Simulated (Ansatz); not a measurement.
# Sn: how the settings move a relaxation

How sensitive is a relaxation of Sn to its settings? A reference run comes first, then one run with altered input.

Program: Ansatz 0.2.0. Level of theory: reference: DFT, PBEsol, PAW with Ansatz's default frozen-core files, scalar-relativistic; relaxation of cell and atoms. These are calculated values, not measurements.

## Step 1: The structure to begin with

It takes space group Fd-3m (No. 227, cubic). The conventional cell has a = 6.467 Å, b = 6.467 Å, c = 6.467 Å, α = 90.00°, β = 90.00°, γ = 90.00°. Around Sn (site symmetry -43m) lie 4 Sn at 2.80 Å.

Coordinates:

```cif
data_structure
_symmetry_space_group_name_H-M 'P 1'
_symmetry_Int_Tables_number 1
_cell_length_a 4.5726
_cell_length_b 4.5726
_cell_length_c 4.5726
_cell_angle_alpha 60.000
_cell_angle_beta 60.000
_cell_angle_gamma 60.000
_cell_volume 67.61
loop_
_atom_site_label
_atom_site_type_symbol
_atom_site_fract_x
_atom_site_fract_y
_atom_site_fract_z
_atom_site_occupancy
Sn1 Sn 0.50000 0.50000 0.50000 1
Sn2 Sn 0.75000 0.75000 0.75000 1
```

## Step 2: The reference run

Input file input.yaml:

```yaml
crystal:
  lattice:
    - [0.0, 3.2333428, 3.2333428]
    - [3.2333428, 0.0, 3.2333428]
    - [3.2333428, 3.2333428, 0.0]
  atoms:
    - { symbol: Sn, position: [0.5, 0.5, 0.5] }
    - { symbol: Sn, position: [0.75, 0.75, 0.75] }
kpoints:
  mp_grid: { grid: [10, 10, 10] }
scf:
  occupations: { method: fermi_dirac, width: 0.05 }
hamiltonian:
  xc: pbesol
  pseudopotentials: { kind: paw }
relax:
  f_tol: 0.002
  max_steps: 80
  cell: {}
output:
  forces: true
  stress: true
  write_density: true
  write_potential: true
  elf: true
  volumetric_format: npy
```

Launch:

```bash
> ansatz run input.yaml --threads 1 --pin off --max-ram 3072MiB --backend cpu --events-out ev --progress --plain --runs-dir out
```

Excerpt of the output:

```text
[...]
Basis set: ecut = 420 eV, 1363 PW (Γ), exchange–correlation on 64×64×64 points (8 copies of the dense FFT grid, shifted against one another)
[...]
k-points: 47 of 1000
[...]
SCF iter   1: F=—  HF=-11899.497730 eV  |F-HF|=—  |Δ(HF+E_count)|=         —  Δρ=2.48e-3  dr2=3.96e-3  ethr=1.77e-3  ⟨swp⟩=6.1  Hψ=4582  notcnv=0
preconditioner: auto → Kerker (q_TF=auto, 2.356 Å⁻¹)  [metal: Δε(μ)=0.064 eV  Ē_g=20.054 eV  σ=0.050 eV  W_gap=0.30  n_scr=14 (ndim 8)  ℏωp=23.9 eV  f_vac=0.091  D(μ)=0.23/eV (n_scr^D=0)]
SCF iter   2: F=—  HF=-11899.495142 eV  |F-HF|=—  |Δ(HF+E_count)|=   2.59e-3  Δρ=1.48e-3  dr2=1.87e-3  ethr=1.41e-5  ⟨swp⟩=2.1  Hψ=1648  notcnv=0
[...]
relax step   1: F+E_penalty+E_count = -11899.49508072 eV  Δ(F+E_penalty+E_count) = +0.000e0 eV  max|allowed force component| = 4.626e-18 eV/Å  Δτ_max = 0.0000 Å  P = +1.532 GPa  Ω = 67.606 Å³  (7 SCF iters, dr2 threshold 1.00e-7 eV, accepted)
[...]
Basis set: ecut = 420 eV, 1411 PW (Γ), exchange–correlation on 64×64×64 points (8 copies of the dense FFT grid, shifted against one another)
[...]
relax step   2: F+E_penalty+E_count = -11899.50196770 eV  Δ(F+E_penalty+E_count) = -6.887e-3 eV  max|allowed force component| = 2.414e-17 eV/Å  Δτ_max = 0.0000 Å  P = -0.766 GPa  Ω = 71.343 Å³  energy of the carried Pulay correction = -6.396e-4 eV  (5 SCF iter
[...]
relax step   3: F+E_penalty+E_count = -11899.50553632 eV  Δ(F+E_penalty+E_count) = -3.569e-3 eV  max|allowed force component| = 1.749e-17 eV/Å  Δτ_max = 0.0000 Å  P = -0.053 GPa  Ω = 70.052 Å³  energy of the carried Pulay correction = -4.226e-4 eV  (5 SCF iter
[...]
relax step   4: F+E_penalty+E_count = -11899.50556590 eV  Δ(F+E_penalty+E_count) = -2.958e-5 eV  max|allowed force component| = 1.995e-17 eV/Å  Δτ_max = 0.0000 Å  P = -0.002 GPa  Ω = 69.966 Å³  energy of the carried Pulay correction = -4.079e-4 eV  (5 SCF iter
[...]
SCF iter   4: F=—  HF=-11899.505970 eV  |F-HF|=—  |Δ(HF+E_count)|=   2.43e-9  Δρ=4.10e-7  dr2=1.21e-10  ethr=1.59e-11  ⟨swp⟩=2.0  Hψ=1034  notcnv=0
SCF iter   5: F=-11899.505970 eV  HF=-11899.505970 eV  |F-HF|=7.28e-12  |Δ(HF+E_count)|=  1.09e-11  Δρ=1.05e-7  dr2=1.13e-11  ethr=1.00e-12  ⟨swp⟩=7.1  Hψ=4317  notcnv=0
[...]
relax step   5: F+E_penalty+E_count = -11899.50597011 eV  Δ(F+E_penalty+E_count) = -4.042e-4 eV  max|allowed force component| = 7.806e-18 eV/Å  Δτ_max = 0.0000 Å  P = -0.003 GPa  Ω = 69.966 Å³  stress off target by 3.49e-3 GPa  SCF on the basis re-selected at 
[...]
SCF converged after 5 iterations
Free energy (F): -11899.505970 eV
[...]
E sigma→0 (E₀):  -11899.504792 eV
[...]
Fermi energy:    7.336465 eV
[...]
  P = ⅓ Tr σ = -0.0035 GPa (-0.035 kbar)
[...]
--- Relaxed structure (4 steps of the walk, 4 accepted, 1 SCFs on fresh bases) ---
[...]
```

It took 10 s on 1 thread of Intel Xeon Platinum 8488C (Sapphire Rapids), shared host; peak memory 0.42 GiB.

## Step 3: Variant: preconditioner kerker

input.yaml: that of step 2 with these lines changed.

```diff
@@ -12,2 +12,3 @@
   occupations: { method: fermi_dirac, width: 0.05 }
+  mixing: { preconditioner: kerker }
 hamiltonian:
@@ -22,5 +23 @@
   stress: true
-  write_density: true
-  write_potential: true
-  elf: true
-  volumetric_format: npy
```

Launch:

```bash
> ansatz run input.yaml --threads 1 --pin off --max-ram 3072MiB --backend cpu --events-out ev --progress --plain --runs-dir out
```

The log of the run:

```text
Engine: ansatz 0.2.0
Pseudopotentials: kind: paw
Pseudopotential: Sn, paw, valence charge 14, recommended cutoff 420 eV (normal), Sn.paw.azcp
Functional definition: PBEsol
  exchange = pbesol_x
  correlation = pbesol_c
Crystal: 2 atoms, lattice volume = 67.606 Å³
Basis set: ecut = 420 eV, 1363 PW (Γ), exchange–correlation on 64×64×64 points (8 copies of the dense FFT grid, shifted against one another)
Bands: 18, of which v1, the nominal top of the filled ones, is band 14 counted from 1 (13 counted from 0)
Symmetry: 48 space group operations
Space group: Fd-3m (ITA 227), of the structure as read, at distance tolerance 4.1e-5 Å
k-points: 47 of 1000
Non-local potential: Sn, projectors of the file, l = 0: 2, l = 1: 2, l = 2: 2, l = 3: 2
PAW form: soft (Blöchl's): semilocal exchange-correlation on the pseudo side does not see the compensation charge
PAW frozen core: Sn, regenerated for the run's functional, and the local potential with it (the file was generated under x = pbe(κ = 0.804, μ = 0.2195149727645171), c = pbe(β = 0.06672455060314922))
PAW one-centre angular grid: Sn, 590 points (default); XC on 64 Gauss nodes
Initial density: superposition of atomic densities (neutral atoms: chi_scale 0, normalization atom), corrected by the library's trained network
Initial wavefunctions: pseudopotential atomic-orbital guess
Functional: x = pbesol(κ = 0.804, μ = 0.12345679012345678), c = pbesol(β = 0.046)
SCF iter   1: F=—  HF=-11899.497730 eV  |F-HF|=—  |Δ(HF+E_count)|=         —  Δρ=2.48e-3  dr2=3.96e-3  ethr=1.77e-3  ⟨swp⟩=6.1  Hψ=4582  notcnv=0
SCF iter   2: F=—  HF=-11899.495142 eV  |F-HF|=—  |Δ(HF+E_count)|=   2.59e-3  Δρ=1.48e-3  dr2=1.87e-3  ethr=1.41e-5  ⟨swp⟩=2.1  Hψ=1648  notcnv=0
SCF iter   3: F=—  HF=-11899.495006 eV  |F-HF|=—  |Δ(HF+E_count)|=   1.35e-4  Δρ=5.12e-4  dr2=2.54e-4  ethr=6.67e-6  ⟨swp⟩=2.0  Hψ=1504  notcnv=0
SCF iter   4: F=—  HF=-11899.495104 eV  |F-HF|=—  |Δ(HF+E_count)|=   9.80e-5  Δρ=4.64e-4  dr2=1.82e-4  ethr=9.09e-7  ⟨swp⟩=2.0  Hψ=1504  notcnv=0
SCF iter   5: F=—  HF=-11899.495077 eV  |F-HF|=—  |Δ(HF+E_count)|=   2.72e-5  Δρ=6.03e-5  dr2=3.34e-6  ethr=6.50e-7  ⟨swp⟩=2.0  Hψ=1504  notcnv=0
SCF iter   6: F=—  HF=-11899.495080 eV  |F-HF|=—  |Δ(HF+E_count)|=   3.30e-6  Δρ=1.41e-5  dr2=1.58e-7  ethr=1.19e-8  ⟨swp⟩=3.0  Hψ=1509  notcnv=0
SCF iter   7: F=-11899.495081 eV  HF=-11899.495081 eV  |F-HF|=1.23e-8  |Δ(HF+E_count)|=   3.15e-7  Δρ=2.25e-6  dr2=3.37e-9  ethr=3.57e-10  ⟨swp⟩=4.9  Hψ=2716  notcnv=0
SCF 1 converged in 7 iterations: F = -11899.495081 eV  dr2 = 3.37e-9
relax step   1: F+E_penalty+E_count = -11899.49508072 eV  Δ(F+E_penalty+E_count) = +0.000e0 eV  max|allowed force component| = 4.626e-18 eV/Å  Δτ_max = 0.0000 Å  P = +1.532 GPa  Ω = 67.606 Å³  (7 SCF iters, dr2 threshold 1.00e-7 eV, accepted)
Crystal: 2 atoms, lattice volume = 71.343 Å³
Basis set: ecut = 420 eV, 1411 PW (Γ), exchange–correlation on 64×64×64 points (8 copies of the dense FFT grid, shifted against one another)
Initial density: handed on by an earlier stage of this run
Initial wavefunctions: those handed on with the density
iter 1 solved again at ethr=7.66e-6 eV; its pass at ethr=3.10e-3 eV (dr2=2.15e-3 eV) is discarded
SCF iter   1: F=—  HF=-11899.501753 eV  |F-HF|=—  |Δ(HF+E_count)|=         —  Δρ=1.65e-3  dr2=2.16e-3  ethr=7.66e-6  ⟨swp⟩=2.3  Hψ=5767  notcnv=0
SCF iter   2: F=—  HF=-11899.501788 eV  |F-HF|=—  |Δ(HF+E_count)|=   3.49e-5  Δρ=1.11e-3  dr2=1.19e-3  ethr=7.66e-6  ⟨swp⟩=1.0  Hψ=846  notcnv=0
SCF iter   3: F=—  HF=-11899.501884 eV  |F-HF|=—  |Δ(HF+E_count)|=   9.63e-5  Δρ=2.63e-4  dr2=1.24e-4  ethr=4.26e-6  ⟨swp⟩=1.0  Hψ=846  notcnv=0
SCF iter   4: F=—  HF=-11899.501953 eV  |F-HF|=—  |Δ(HF+E_count)|=   6.91e-5  Δρ=1.10e-4  dr2=1.62e-5  ethr=4.44e-7  ⟨swp⟩=2.0  Hψ=1029  notcnv=0
SCF iter   5: F=—  HF=-11899.501967 eV  |F-HF|=—  |Δ(HF+E_count)|=   1.36e-5  Δρ=1.91e-5  dr2=2.78e-7  ethr=5.77e-8  ⟨swp⟩=2.8  Hψ=1492  notcnv=0
SCF iter   6: F=-11899.501968 eV  HF=-11899.501968 eV  |F-HF|=4.75e-8  |Δ(HF+E_count)|=   7.94e-7  Δρ=4.00e-6  dr2=9.64e-9  ethr=7.14e-10  ⟨swp⟩=5.0  Hψ=2667  notcnv=0
SCF 2 converged in 6 iterations: F = -11899.501968 eV  dr2 = 9.64e-9
relax step   2: F+E_penalty+E_count = -11899.50196762 eV  Δ(F+E_penalty+E_count) = -6.887e-3 eV  max|allowed force component| = 1.388e-17 eV/Å  Δτ_max = 0.0000 Å  P = -0.766 GPa  Ω = 71.343 Å³  energy of the carried Pulay correction = -6.396e-4 eV  (6 SCF iters, dr2 threshold 2.00e-7 eV, accepted)
Crystal: 2 atoms, lattice volume = 70.052 Å³
iter 1 solved again at ethr=9.55e-7 eV; its pass at ethr=3.10e-3 eV (dr2=2.67e-4 eV) is discarded
SCF iter   1: F=—  HF=-11899.505532 eV  |F-HF|=—  |Δ(HF+E_count)|=         —  Δρ=5.57e-4  dr2=2.40e-4  ethr=9.55e-7  ⟨swp⟩=3.0  Hψ=5244  notcnv=0
automatic band count: iteration 1 solves 17 bands in place of 18: the levels show a gap, and the empty bands left out lie too high to hold charge; the band table lists the bands solved (type scf.n_extra_bands for more)
SCF iter   2: F=—  HF=-11899.505530 eV  |F-HF|=—  |Δ(HF+E_count)|=   2.72e-6  Δρ=3.73e-4  dr2=1.31e-4  ethr=8.56e-7  ⟨swp⟩=6.3  Hψ=3188  notcnv=0
automatic band count: iteration 2 solves 18 bands in place of 17: the levels no longer show a gap clear of their residuals, so the SCF keeps every band
SCF iter   3: F=—  HF=-11899.505529 eV  |F-HF|=—  |Δ(HF+E_count)|=   5.14e-7  Δρ=8.60e-5  dr2=1.32e-5  ethr=4.68e-7  ⟨swp⟩=1.0  Hψ=1222  notcnv=0
SCF iter   4: F=—  HF=-11899.505535 eV  |F-HF|=—  |Δ(HF+E_count)|=   5.75e-6  Δρ=3.74e-5  dr2=1.84e-6  ethr=4.72e-8  ⟨swp⟩=2.0  Hψ=1033  notcnv=0
SCF iter   5: F=-11899.505536 eV  HF=-11899.505536 eV  |F-HF|=8.49e-8  |Δ(HF+E_count)|=   1.43e-6  Δρ=6.31e-6  dr2=3.13e-8  ethr=7.14e-10  ⟨swp⟩=3.6  Hψ=3439  notcnv=0
SCF 3 converged in 5 iterations: F = -11899.505536 eV  dr2 = 3.13e-8
relax step   3: F+E_penalty+E_count = -11899.50553640 eV  Δ(F+E_penalty+E_count) = -3.569e-3 eV  max|allowed force component| = 3.932e-17 eV/Å  Δτ_max = 0.0000 Å  P = -0.052 GPa  Ω = 70.052 Å³  energy of the carried Pulay correction = -4.226e-4 eV  (5 SCF iters, dr2 threshold 2.00e-7 eV, accepted)
Crystal: 2 atoms, lattice volume = 69.966 Å³
iter 1 solved again at ethr=1.10e-8 eV; its pass at ethr=3.10e-3 eV (dr2=3.09e-6 eV) is discarded
SCF iter   1: F=—  HF=-11899.505566 eV  |F-HF|=—  |Δ(HF+E_count)|=         —  Δρ=3.85e-5  dr2=1.27e-6  ethr=1.10e-8  ⟨swp⟩=3.0  Hψ=5176  notcnv=0
SCF iter   2: F=—  HF=-11899.505566 eV  |F-HF|=—  |Δ(HF+E_count)|=   7.74e-7  Δρ=2.64e-5  dr2=7.38e-7  ethr=4.53e-9  ⟨swp⟩=1.0  Hψ=846  notcnv=0
SCF iter   3: F=—  HF=-11899.505566 eV  |F-HF|=—  |Δ(HF+E_count)|=   1.81e-7  Δρ=7.65e-6  dr2=9.87e-8  ethr=2.63e-9  ⟨swp⟩=1.9  Hψ=922  notcnv=0
SCF iter   4: F=—  HF=-11899.505566 eV  |F-HF|=—  |Δ(HF+E_count)|=   5.15e-8  Δρ=3.40e-6  dr2=1.63e-8  ethr=3.52e-10  ⟨swp⟩=2.3  Hψ=1026  notcnv=0
SCF iter   5: F=-11899.505566 eV  HF=-11899.505566 eV  |F-HF|=2.53e-10  |Δ(HF+E_count)|=   9.00e-9  Δρ=5.26e-7  dr2=2.08e-10  ethr=2.45e-11  ⟨swp⟩=5.1  Hψ=2730  notcnv=0
SCF 4 converged in 5 iterations: F = -11899.505566 eV  dr2 = 2.08e-10
relax step   4: F+E_penalty+E_count = -11899.50556590 eV  Δ(F+E_penalty+E_count) = -2.950e-5 eV  max|allowed force component| = 3.007e-17 eV/Å  Δτ_max = 0.0000 Å  P = -0.002 GPa  Ω = 69.966 Å³  energy of the carried Pulay correction = -4.079e-4 eV  (5 SCF iters, dr2 threshold 6.87e-9 eV, accepted)
Initial wavefunctions: pseudopotential atomic-orbital guess (no wavefunctions were taken with the density)
iter 1 solved again at ethr=3.45e-7 eV; its pass at ethr=3.10e-3 eV (dr2=9.65e-5 eV) is discarded
SCF iter   1: F=—  HF=-11899.505970 eV  |F-HF|=—  |Δ(HF+E_count)|=         —  Δρ=3.22e-5  dr2=1.24e-7  ethr=3.45e-7  ⟨swp⟩=2.5  Hψ=6474  notcnv=0
SCF iter   2: F=—  HF=-11899.505970 eV  |F-HF|=—  |Δ(HF+E_count)|=   1.84e-7  Δρ=1.57e-5  dr2=3.09e-8  ethr=4.44e-10  ⟨swp⟩=2.6  Hψ=1551  notcnv=0
SCF iter   3: F=—  HF=-11899.505970 eV  |F-HF|=—  |Δ(HF+E_count)|=   4.05e-8  Δρ=4.59e-6  dr2=4.45e-9  ethr=1.10e-10  ⟨swp⟩=2.0  Hψ=1044  notcnv=0
SCF iter   4: F=—  HF=-11899.505970 eV  |F-HF|=—  |Δ(HF+E_count)|=   2.44e-9  Δρ=4.11e-7  dr2=1.22e-10  ethr=1.59e-11  ⟨swp⟩=2.0  Hψ=1034  notcnv=0
SCF iter   5: F=-11899.505970 eV  HF=-11899.505970 eV  |F-HF|=0.00e0  |Δ(HF+E_count)|=  1.09e-11  Δρ=1.05e-7  dr2=1.15e-11  ethr=1.00e-12  ⟨swp⟩=6.5  Hψ=3896  notcnv=0
SCF 5 converged in 5 iterations: F = -11899.505970 eV  dr2 = 1.15e-11
relax step   5: F+E_penalty+E_count = -11899.50597011 eV  Δ(F+E_penalty+E_count) = -4.042e-4 eV  max|allowed force component| = 2.689e-17 eV/Å  Δτ_max = 0.0000 Å  P = -0.003 GPa  Ω = 69.966 Å³  stress off target by 3.49e-3 GPa  SCF on the basis re-selected at this cell (its energy is not comparable with the rows above)  (5 SCF iters)
basis re-selected at this cell: Δ(F+E_penalty+E_count) = -4.042e-4 eV, ΔP = -0.001 GPa vs the last step (what re-selecting the basis moved, of the pressure what is left beyond the Pulay correction that the steps carried, after the strain that the cell walked since its last selection, with what the two solves' SCF thresholds leave and, on support functions, any second-order correction that the steps lacked; it is no measure of the basis error at this ecutwfc). This SCF's stress stands 3.49e-3 GPa from its target on what of the cell is left free (relax.cell.stress_tol is 5.00e-2 GPa) and its largest allowed force component is 2.69e-17 eV/Å (relax.f_tol is 2.00e-3 eV/Å): within both
SCF converged after 5 iterations
Free energy (F): -11899.505970 eV
Harris-Foulkes:  -11899.505970 eV  (|F-HF|=0.00e0)
Internal energy: -11899.503614 eV  (E = F + TS)
E sigma→0 (E₀):  -11899.504792 eV
Entropy (-TS):   -0.002356 eV (-1.178 meV/atom)
Fermi energy:    7.336465 eV
--- Per-component energies (eV) ---
  E_band       = -258.269375
  E_kinetic    = 374.977821
  E_local      = -2333.869727  (includes V_loc(G=0)·N_el)
  E_nonlocal   = -60.447182
  E_hartree    = 1333.800667
  E_xc         = -757.334780
  E_vxc        = -192.605580  (∫ρ·V_xc dr)
  E_paw        = -8132.912168  (= ΣΔE_a)
  E_vpaw       = -713.925965  (= ΣTr[D̂ρ^β])
  E_aug_tail   = -0.000001  (compensation charges beyond the density's cutoff)
  E_ewald      = -2324.287925
  E_core_change = 0.569680  (= ΣΔE_core)
  E_smearing   = -0.002356  (= −TS)
  E_closure    = 0.000000  (closes the sum)
  Σ components = -11899.505970   (vs F -11899.505970, Δ=0.00e0)
--- Forces (eV/Å), atoms counted from 1 ---
  atom   1  Sn    -0.00000000    -0.00000000    -0.00000000
  atom   2  Sn     0.00000000    -0.00000000     0.00000000
  max |Σ_I F_I| component: 2.78e-17 eV/Å
--- Stress (GPa, compression-positive) ---
       -0.003492      -0.000000      -0.000000
        0.000000      -0.003492      -0.000000
       -0.000000       0.000000      -0.003492
  P = ⅓ Tr σ = -0.0035 GPa (-0.035 kbar)
--- Relaxed structure (4 steps of the walk, 4 accepted, 1 SCFs on fresh bases) ---
  F+E_penalty+E_count = -11899.50597011 eV   max|allowed force component| = 2.689e-17 eV/Å   (the final SCF, on the basis selected at the relaxed cell)
  cell:  # Å, volume = 69.9658 Å³
    - [-4.108143673059479e-34, 3.2705338118545555, 3.2705338118545555]
    - [3.2705338118545555, 4.155912785867877e-34, 3.2705338118545555]
    - [3.2705338118545555, 3.2705338118545555, 1.5429423437111962e-33]
  atoms:
    - { symbol: Sn, position: [0.5, 0.5, 0.5] }
    - { symbol: Sn, position: [0.7500000000000002, 0.7500000000000002, 0.7500000000000002] }
```

Run time: 9.1 s. Hardware: 1 thread of Intel Xeon Platinum 8488C (Sapphire Rapids), shared host; peak memory 0.41 GiB.

With the changed mixing the energy agrees within 0.5 meV/atom.

## Step 4: Side by side

| run | ending | energy change | pressure (GPa) | gap (eV) | force (eV/Å) | cycles | time |
| --- | --- | --- | --- | --- | --- | --- | --- |
| reference | converged | 0 | 0.0 | 0.00 | 0.00 | 27 | 10 s |
| 1: preconditioner kerker | converged | 0.0 meV/atom | 0.0 | 0.00 | 0.00 | 28 | 9.1 s |

Times don't compare one to one where runs were asked for different outputs or read a saved state (see the inputs); cycles may leave out searches for a lower state.

With the changed mixing the energy agrees within 0.5 meV/atom.
